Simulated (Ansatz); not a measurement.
# H3HfSi: the cost of one run

Program: Ansatz 0.2.0, Gaussian basis. Level of theory: def2-TZVPP, core rule «outside noble gas», up to 9 orbitals frozen. These are calculated values, not measurements.

To be run: UHF; CCSD(T) on ROHF; CCSD(T) on UHF; CCSDT(Q) on ROHF; CCSDT(Q) on UHF.

10 further runs of the same task are left out: 3 for a known fault of the program, 2 that didn't finish, 5 set aside as unsound or not needed.

## 1. The geometry

The geometry is a PBE0/def2-TZVP stationary point (not a proven minimum) of the parent state, kept for this charge and spin. No spin-orbit coupling is included. Elements past krypton take def2 core potentials.

5 atoms, charge 1, spin multiplicity 7.

Atoms are counted from 1 here; the program's logs count them from 0.

Bond lengths: Hf1–Si2 2.795 Å, Si2–H3 1.495 Å, Si2–H4 1.495 Å, Si2–H5 1.495 Å. Angles: Hf1–Si2–H3 110.0°, Hf1–Si2–H4 106.2°, Hf1–Si2–H5 110.0°, H3–Si2–H4 110.3°, H3–Si2–H5 110.0°, H4–Si2–H5 110.3°.

## 2. UHF

The input, in.yaml:

```yaml
crystal:
  periodic: [false, false, false]
  atoms:
    - {symbol: Hf, position_ang: [0.000000, -0.000179, 0.421687]}
    - {symbol: Si, position_ang: [0.000000, -0.000820, -2.372815]}
    - {symbol: H, position_ang: [1.224151, -0.689841, -2.882975]}
    - {symbol: H, position_ang: [-0.000057, 1.434267, -2.791360]}
    - {symbol: H, position_ang: [-1.224097, -0.689938, -2.882975]}
basis:
  gaussian: {orbitals: def2-TZVPP}
total_charge: 1
magnetization: {spin_polarized: true, initial_magnetization: 6}
hamiltonian: {xc: hf}
output: {orbitals: {seedname: orbitals}}
```

On the command line:

```sh
> ansatz run in.yaml --threads 1 --pin off --events-out ev --progress --plain --max-ram 4096MiB --backend cpu
```

What time and memory should one allow on 1 thread of AMD EPYC 7R13, shared host?

About 41 s, with a peak of 0.36 GiB.
